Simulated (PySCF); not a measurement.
# [ClSe3]-: relaxation and vibrations of the singlet

The task is one start of a wider search on [ClSe3]-: the singlet, from a trigonal pyramidal start. It is relaxed, tested by its Hessian and followed downhill if it is a saddle.

The runs use PySCF 2.14.0; PBE0, basis Cl def2-SVPD, Se def2-SVPD, no relativity, density fitting.

**1. The starting structure**

4 atoms, charge -1, spin multiplicity 1.

Bond lengths: Cl1–Se2 2.020 Å, Cl1–Se3 2.020 Å, Cl1–Se4 2.020 Å. Angles: Se2–Cl1–Se3 99.8°, Se2–Cl1–Se4 99.8°, Se3–Cl1–Se4 99.8°.

```xyz
4
charge -1 multiplicity 1
Cl    0.0000    0.0000    0.0000
Se    1.7836    0.0000    0.9483
Se   -0.8918    1.5446    0.9483
Se   -0.8918   -1.5446    0.9483
```

**2. Finding the electronic state**

The steps below are one call of a driver around PySCF. For each, scf.py gives the equivalent set-up of the SCF; relaxations use the driver's own optimiser. After this first run the driver tries any further starts and a stability analysis.

Input file scf.py:

```python
from pyscf import gto, scf, dft
mol = gto.M(atom='''
Cl     0.000000     0.000000     0.000000
Se     1.783600     0.000000     0.948300
Se    -0.891800     1.544600     0.948300
Se    -0.891800    -1.544600     0.948300''',
    basis={'Cl': 'def2-SVPD', 'Se': 'def2-SVPD'},
    charge=-1, spin=0)
mf = dft.RKS(mol, xc='PBE0')
mf.grids.atom_grid = (50, 194)
aux = {'Cl': 'def2-universal-JKFIT', 'Se': 'def2-universal-JKFIT'}
mf = mf.density_fit(auxbasis=aux)
mf.conv_tol = 1e-08
mf.diis_space = 10
mf.max_cycle = 60
mf.init_guess = 'minao'
mf.verbose = 4
mf.kernel()
```

On the command line:

```bash
$ OMP_NUM_THREADS=2 python axn.py task.json out
```

After this run come: Trigonal pyramidal start, singlet: relaxation; Is it a minimum? Harmonic modes.

Q: Predict the outcome of this session. Wanted: minimum; geometry; wavenumbers; dipole moment; highest occupied, lowest empty level; polar-tensor charge of Cl1; zero-point energy.

**Answer**, as computed:

```
                            quantity                                     value
                             minimum                              singlet, C3v
                            geometry  Cl–Se 2.284 Å (×3); Se–Cl–Se 112.8° (×3)
                  wavenumbers (cm⁻¹)       84 (e), 125 (a1), 239 (a1), 292 (e)
      dipole moment (centre of mass)                                    0.26 D
highest occupied, lowest empty level                            -2.21, 0.01 eV
          polar-tensor charge of Cl1                                   +0.48 e
                   zero-point energy                                6.7 kJ/mol
                 entropy at 298.15 K                           364.8 J/(mol K)
```

In words: The trigonal pyramidal start keeps its C3v symmetry and ends in a minimum. In the infrared the band at 292 cm⁻¹ (e) leads. Other starts or spin states, not run here, may lie lower.
